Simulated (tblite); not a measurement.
# CH12O2Si5: the cost of one run

The runs use tblite 0.8.0 and PySCF 2.14.0, with density-fitted response routines of our own; the level of theory stands in each step. All values are computed, except where a source is named. Atoms are numbered from 0 throughout.

## 1. The molecule as given

20 atoms, charge 0, multiplicity 1; geometry from: force field or distance geometry start.

Bonds of the start (Å): C0–Si1 1.84, Si1–O2 1.71, O2–Si3 1.70, Si1–Si4 2.23, Si4–O5 1.70, O5–Si6 1.70, Si6–Si7 2.26, Si7–Si1 2.26, C0–H8 1.12, C0–H9 1.12, C0–H10 1.10, Si3–H11 1.48, Si3–H12 1.47, Si3–H13 1.48, Si4–H14 1.49, Si4–H15 1.45, Si6–H16 1.46, Si6–H17 1.46, Si7–H18 1.46, Si7–H19 1.45.

## 2. Geometry optimisation with GFN2-xTB

The job: settings as JSON, then the geometry in Å.

```
{"job": {"kind": "relax", "xc": "GFN2-xTB", "basis": "xTB"}, "charge": 0, "multiplicity": 1}
C      0.509000     2.416100     0.174400
Si     0.213200     0.669400    -0.339700
O      1.537200    -0.040000    -1.161200
Si     2.580300    -0.830900    -0.070400
Si    -1.664400     0.390900    -1.518800
O     -2.785000    -0.415400    -0.535100
Si    -2.005700    -1.721300     0.230100
Si    -0.406400    -0.633100     1.396800
H     -0.466100     2.955800     0.266500
H      1.024000     2.405700     1.164600
H      1.143800     2.969800    -0.530800
H      2.243600    -2.272800     0.025100
H      3.948300    -0.773800    -0.599800
H      2.541700    -0.196600     1.266200
H     -2.213400     1.754300    -1.769400
H     -1.429400    -0.285700    -2.780800
H     -1.430300    -2.688600    -0.702700
H     -2.940800    -2.323400     1.182100
H     -1.056800     0.145200     2.443900
H      0.652000    -1.514700     1.856200
```

On the command line:

```console
$ OMP_NUM_THREADS=1 python probes_run.py task.json out
```

The driver reads the jobs from task.json and runs them one after another.

**Question.** How long does this first job take on 1 thread of AMD EPYC, shared host, and how much memory does it need?

About 6.5 s, with a peak of 0.18 GiB.
